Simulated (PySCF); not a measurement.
# SnO (tin(ii) oxide): CCSDT/STO-6G

What is the vertical singlet–triplet gap of SnO (tin(ii) oxide) at CCSDT/STO-6G? 

The calculation is run with PySCF 2.14.0.

15 further runs of the same task are left out: 6 that didn't finish, 9 set aside as unsound or not needed.

**1. The molecule**

SnO: 2 atoms, total charge 0, spin state singlet. As SMILES, `[O]=[Sn]`. The coordinates come from a PBE0-D4/def2-TZVP relaxation.

Bond lengths: O1–Sn2 1.818 Å.

**2. The energy at CCSDT/STO-6G**

The input, input.py:

```python
from pyscf import gto, cc

system = gto.M(
    atom='O -0.000000 0.000000 -0.007080; Sn 0.000000 -0.000000 1.810660',
    charge=0,
    verbose=3,
    basis='sto-6g',
    max_memory=1860,
)

mf = system.RHF()
mf.conv_tol = 1e-10
mf.kernel()
if not mf.converged:
    mf = mf.newton().run(mf.mo_coeff, mf.mo_occ)

mycc = cc.CCSDT(mf, frozen=19)
mycc.kernel()
etot = mycc.e_tot
print('E(%s) = %.9f' % ('CCSDT', etot))
```

Started as:

```bash
$ OMP_NUM_THREADS=1 python input.py
```

The log of the run:

```text
converged SCF energy = -6068.78254578752
_make_eris_incore_RCCSDT

WARN: A large `blksize` is being used, which may cause large memory consumption
      for storing contraction intermediates. If memory is sufficient, consider using
      `pyscf.cc.rccsdt_highm.RCCSDT` instead.

RCCSDT converged
E(RCCSDT) = -6068.954866822044   E_corr = -0.1723210345245378
E_corr(same-spin) = -0.0350765257096305
E_corr(oppo-spin) = -0.137244508814907
E(CCSDT) = -6068.954866822
```

Wall time 3 s (1 thread of Arm Neoverse V1, shared host); peak memory 0.12 GiB.

**3. The triplet at the same level**

The input, calc.py:

```python
from pyscf import gto, cc

mol = gto.Mole()
mol.atom = '''
O    0.000000   0.000000  -0.007080
Sn   0.000000   0.000000   1.810660
'''
mol.spin = 2
mol.verbose = 3
mol.charge = 0
mol.max_memory = 1860
mol.basis = 'sto-6g'
mol.build()

mf = mol.UHF()
mf.conv_tol = 1e-10
mf.kernel()
if not mf.converged:
    mf = mf.newton().run(mf.mo_coeff, mf.mo_occ)

mycc = cc.CCSDT(mf, frozen=19)
mycc.kernel()
e_final = mycc.e_tot
print('E = %.10f Eh' % e_final)
```

Started as:

```bash
$ OMP_NUM_THREADS=1 python calc.py
```

The log of the run:

```text
WARN: HOMO -0.29235497353057 >= LUMO -0.575506875691339

converged SCF energy = -6068.73217888741  <S^2> = 2.0153448  2S+1 = 3.0102125
_make_eris_incore_UCCSDT

WARN: A large `blksize_v_aaa` is being used, which may cause large memory consumption
      for storing contraction intermediates. If memory is sufficient, consider using
      `pyscf.cc.uccsdt_highm.UCCSDT` instead.

WARN: A large `blksize_v_aab` is being used, which may cause large memory consumption
      for storing contraction intermediates. If memory is sufficient, consider using
      `pyscf.cc.uccsdt_highm.UCCSDT` instead.

UCCSDT converged
E(UCCSDT) = -6068.836318332993   E_corr = -0.1041394455828981
E_corr(same-spin) = -0.0275157089623836
E_corr(oppo-spin) = -0.0766237366205145
E = -6068.8363183330 Eh
```

Wall time 4.8 s (1 thread of Arm Neoverse V1, shared host); peak memory 0.13 GiB.

**4. Results**

At CCSDT/STO-6G, 19 core orbitals frozen:

| quantity | value |
| --- | --- |
| singlet: total energy | -6068.95487 Eh |
| singlet: dipole moment (Hartree–Fock density) | 1.81 D |
| singlet: HOMO energy (Hartree–Fock orbitals) | -5.96 eV |
| singlet: LUMO energy (Hartree–Fock orbitals) | 5.63 eV |
| singlet: HOMO–LUMO gap (Hartree–Fock orbitals) | 11.59 eV |
| singlet: correlation energy (19 core orbitals frozen) | -172.3 mEh |
| singlet: T1 diagnostic | 0.033 |
| triplet: total energy | -6068.83632 Eh |
| triplet: dipole moment (Hartree–Fock density) | 0.99 D |
| triplet: HOMO energy (Hartree–Fock orbitals) (highest over α and β) | -3.07 eV |
| triplet: LUMO energy (Hartree–Fock orbitals) (lowest over α and β) | 5.12 eV |
| triplet: correlation energy (19 core orbitals frozen) | -104.1 mEh |
| triplet: ⟨S²⟩ of the reference determinant | 2.015 |
| triplet: T1 diagnostic | 0.108 |
| vertical energy of the triplet above the singlet | 3.226 eV |

At this shape the triplet lies 3.23 eV (311 kJ/mol) above the singlet. In a minimal basis such a difference can be off by several eV, whatever the method. The T1 diagnostic (singlet) of 0.033 is above the customary mark for such species, so a single reference may not serve. Relativity is left out (singlet) although the molecule holds a heavy atom. The T1 diagnostic (triplet) of 0.108 is above the customary mark for such species, so a single reference may not serve. Relativity is left out (triplet) although the molecule holds a heavy atom.
